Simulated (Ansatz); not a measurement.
Crystal: HPbNO4.

```
CELL_PARAMETERS angstrom
4.19923 0.11117 0.16817
1.91600 3.89132 0.12568
1.76085 1.25259 6.37266
ATOMIC_POSITIONS crystal
H 0.89145 0.68202 0.62796
Pb 0.14426 0.92872 0.88352
N 0.25670 0.28861 0.30171
O 0.83108 0.65056 0.78405
O 0.38694 0.22380 0.11295
O 0.31104 0.03576 0.45856
O 0.07726 0.60633 0.32275
```

The cell was built by a generator and needn't be a form met in nature.

Base run:

* Program: Ansatz 0.2.0
* Functional: PBE
* Potentials or basis: all-electron PAW datasets made for the crystal
* Cutoff: 980 eV (chosen from the basis error)
* k mesh: 7 × 7 × 5
* Occupations: fermi-dirac, width 0.05 eV
* Spin: no spin polarisation

Its results: band gap on the k mesh 2.82 eV, indirect (least direct gap 2.85 eV); pressure -0.1 GPa; largest force 0.050 eV/Å.

Task: The run is repeated on the same cell with these changes: potentials or basis from all-electron PAW datasets made for the crystal to all-electron LAPW, scalar-relativistic; cutoff from 980 eV (chosen from the basis error) to 732 eV (chosen from the basis error); k mesh from 7 × 7 × 5 to 4 × 4 × 3. What comes out?

Result: Band gap on the k mesh 2.98 eV, indirect (least direct gap 3.00 eV); pressure -0.1 GPa; largest force 0.051 eV/Å.

Caveats: some runs use coarse meshes; spin-orbit coupling is left out, which as a rule narrows the gap of such compounds by several tenths of an eV; an odd mesh through Γ misses points on the zone boundary, where band edges often lie (some runs).

The runs don't all hold the same shells in valence.
